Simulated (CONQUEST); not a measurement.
The system is BiTe.

```
Bi Te
1.0
     4.84542    0.00000    0.00000
     0.00000    8.39251    0.00000
     0.00000    0.00000    9.95188
Bi Te
6 6
Direct
  0.00000 0.00000 0.50000
  0.00000 0.33333 0.16667
  0.00000 0.66667 0.83333
  0.50000 0.16667 0.83333
  0.50000 0.50000 0.50000
  0.50000 0.83333 0.16667
  0.00000 0.00000 0.00000
  0.00000 0.33333 0.66667
  0.00000 0.66667 0.33333
  0.50000 0.16667 0.33333
  0.50000 0.50000 0.00000
  0.50000 0.83333 0.66667
```

The cell comes from a database or a generator and needn't be the stable form of this composition.

* Program: CONQUEST 1.3
* Task: single point
* Functional: PBE
* Potentials or basis: PseudoDojo NC PBE, DZP, grid cutoff 120 Ha
* k mesh: 6 × 3 × 3
* Occupations: fermi-dirac, width 0.05 eV
* Spin: no spin polarisation

On this cell: pressure 0.7 GPa; largest force under 0.003 eV/Å; band gap on the k mesh none (metal or under the smearing width).

The same run follows on a disturbed copy (atoms moved at random, drawn with an rms of 0.05 Å):

```
Bi Te
1.0
     4.84542    0.00000    0.00000
     0.00000    8.39251    0.00000
     0.00000    0.00000    9.95188
Bi Te
6 6
Direct
  0.00113 0.00192 0.49935
  0.00113 0.33525 0.16602
  0.00113 0.66859 0.83268
  0.50113 0.16859 0.83268
  0.50113 0.50192 0.49935
  0.50113 0.83525 0.16602
  0.00132 0.32949 0.66447
  0.00132 0.66282 0.33113
  0.00132 0.99615 0.99780
  0.50132 0.16282 0.33113
  0.50132 0.49615 0.99780
  0.50132 0.82949 0.66447
```

**Question.** What does the disturbed cell give?

**Answer.** The energy (extrapolated to zero smearing) moves by +1.5 meV/atom; pressure 0.8 GPa; largest force 0.127 eV/Å; band gap on the k mesh none (metal or under the smearing width).

Forces on the atoms (eV/Å):
```
Bi   0.000 -0.124 -0.025
Bi   0.003 -0.117 -0.023
Bi   0.000 -0.118 -0.026
Bi   0.000 -0.118 -0.026
Bi   0.000 -0.124 -0.025
Bi   0.003 -0.117 -0.023
Te  -0.001  0.123  0.015
Te  -0.010  0.120  0.020
Te  -0.004  0.114  0.017
Te  -0.010  0.120  0.020
Te  -0.004  0.114  0.017
Te  -0.001  0.123  0.015
```

Stress tensor (GPa, compression positive):
```
 1.00 -0.01  0.01
-0.01  0.85  0.52
 0.01  0.52  0.46
```

The forces don't sum to zero, so they hold noise of the program's grid.

Caveats: the box holds several primitive cells, so bands are folded and the points are those of the box's own zone; spin-orbit coupling is left out, which moves the levels of the heavy elements; the basis of atomic orbitals isn't converged, which shifts pressures, moduli and gaps.
